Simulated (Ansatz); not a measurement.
# C2H6Si2: rigid scan of one bond length from a Python script

How does the energy of C2H6Si2 change as one bond is stretched? Wanted for C2H6Si2: a rigid scan of one bond length.

Computed with the Python package of Ansatz 0.2.0. Level of theory: MP2/def2-SVP.

## (1) The system

Bond lengths: Si1–C2 1.645 Å, C2–C3 1.294 Å, C2–Si4 1.811 Å, C3–Si4 1.869 Å, Si1–H5 1.510 Å, Si1–H6 1.535 Å, Si1–H7 1.515 Å, C3–H8 1.020 Å, Si4–H9 1.522 Å, Si4–H10 1.417 Å. Angles (14 of 18 angles, heavy atoms first): Si1–C2–C3 148.3°, Si1–C2–Si4 139.9°, C3–C2–Si4 71.8°, C2–C3–Si4 67.0°, C2–Si4–C3 41.1°, C2–Si1–H5 114.7°, C2–Si1–H6 113.2°, C2–Si1–H7 112.8°, C2–C3–H8 146.5°, Si4–C3–H8 146.4°, C2–Si4–H9 116.1°, C2–Si4–H10 119.6°, C3–Si4–H9 107.8°, C3–Si4–H10 110.4°.

The script holds or builds the structure itself.

## (2) Script

The input, c2h6si2.py:

```python
'''Potential curve of C2H6Si2 along one bond.'''

from dataclasses import dataclass

import ansatz as az
import matplotlib.pyplot as plt
import numpy as np


@dataclass
class Options:
    basis_set: str = 'def2-SVP'
    level: str = 'mp2'


opts = Options()

geometry = (
    az.Crystal.molecule()
    .atom('Si', (-0.9792, 0.9326, -0.8553))
    .atom('C', (-0.1205, -0.1697, 0.0124))
    .atom('C', (-0.0552, -1.3542, 0.53))
    .atom('Si', (1.5044, -0.3583, 0.7901))
    .atom('H', (-1.3698, 0.4783, -2.2415))
    .atom('H', (-2.2946, 1.3413, -0.1787))
    .atom('H', (-0.2383, 2.2413, -1.0373))
    .atom('H', (-0.5248, -2.2495, 0.6673))
    .atom('H', (1.5857, 0.0027, 2.2668))
    .atom('H', (2.5754, -0.9157, 0.0491))
)

symbols = [site.symbol for site in geometry.cartesian_sites]
start = np.array([site.position_ang for site in geometry.cartesian_sites])
axis = (start[5] - start[0]) / np.linalg.norm(start[5] - start[0])
moving = [5]
lengths, energies = [1.3, 1.41, 1.53, 1.69, 1.92, 2.3, 2.76, 3.38], []
for length in lengths:
    xyz = start.copy()
    xyz[moving] += (length - np.linalg.norm(start[5] - start[0])) * axis
    point = az.Crystal.molecule()
    for symbol, place in zip(symbols, xyz):
        point = point.atom(symbol, place.tolist())
    calculation = (
        point.calculation()
        .basis(gaussian=opts.basis_set)
        .correlation(opts.level)
    )
    data = calculation.run(threads=1, backend='cpu').report
    energies.append(data['free_energy_ev'])
    print(f'r = {length:6.3f} A  E = {energies[-1]:.5f} eV  <S^2> = {abs(data["mean_field"]["state"]["spin_squared"]):.3f}')

print('energy above the lowest point (eV):', [round(e - min(energies), 3) for e in energies])
plt.figure(figsize=(4.5, 3))
plt.plot(lengths, np.array(energies) - min(energies), 'o-')
plt.xlabel('bond length (A)')
plt.ylabel('E - E(min) (eV)')
plt.tight_layout()
plt.savefig('scan.png', dpi=100)
```

## (3) Launch

Started as:

```
$ python c2h6si2.py
```

What it wrote:

```text
r =  1.300 A  E = -17882.42894 eV  <S^2> = 0.000
r =  1.410 A  E = -17882.80929 eV  <S^2> = 0.000
r =  1.530 A  E = -17882.86500 eV  <S^2> = 0.000
r =  1.690 A  E = -17882.60311 eV  <S^2> = 0.000
r =  1.920 A  E = -17881.91924 eV  <S^2> = 0.000
r =  2.300 A  E = -17880.64114 eV  <S^2> = 0.000
r =  2.760 A  E = -17879.35147 eV  <S^2> = 0.000
r =  3.380 A  E = -17878.20356 eV  <S^2> = 0.000
energy above the lowest point (eV): [0.436, 0.056, 0.0, 0.262, 0.946, 2.224, 3.514, 4.661]
```

Wall time 15 s (1 thread of Arm Neoverse V2, shared host); peak memory 0.3 GiB.

## (4) The runs side by side

One row for each of the 8 runs:

| run | distance (Å) | energy from run 3 (eV) | iterations in all | CPU time (s) |
| --- | --- | --- | --- | --- |
| 1 | 1.30 | 0.4361 | 11 | 1.4 |
| 2 | 1.41 | 0.0557 | 11 | 1.4 |
| 3 | 1.53 | 0.0000 | 11 | 1.4 |
| 4 | 1.69 | 0.2619 | 11 | 1.4 |
| 5 | 1.92 | 0.9458 | 11 | 1.4 |
| 6 | 2.30 | 2.2239 | 15 | 1.6 |
| 7 | 2.76 | 3.5135 | 20 | 1.8 |
| 8 | 3.38 | 4.6614 | 34 | 3.2 |

## (5) Outcome

| quantity | value |
| --- | --- |
| runs compared | 8 |
| range of energy | 4.661 eV |
| lowest point, distance (Å) | 1.53 |

What this shows: The curve has its lowest point inside the range, at 1.53. The ends stand 0.436 and 4.66 eV above it. The distance scanned is the script's pair 0, 5. Caveats:
- The rest of the molecule is held rigid at a force-field or estimated start geometry, and the basis set is modest; single-reference methods fail as a bond breaks.
- The orbitals are restricted, so S² is zero by construction.
- Toward dissociation an unrestricted state lies under the restricted one, by 1 to 2 eV or more.
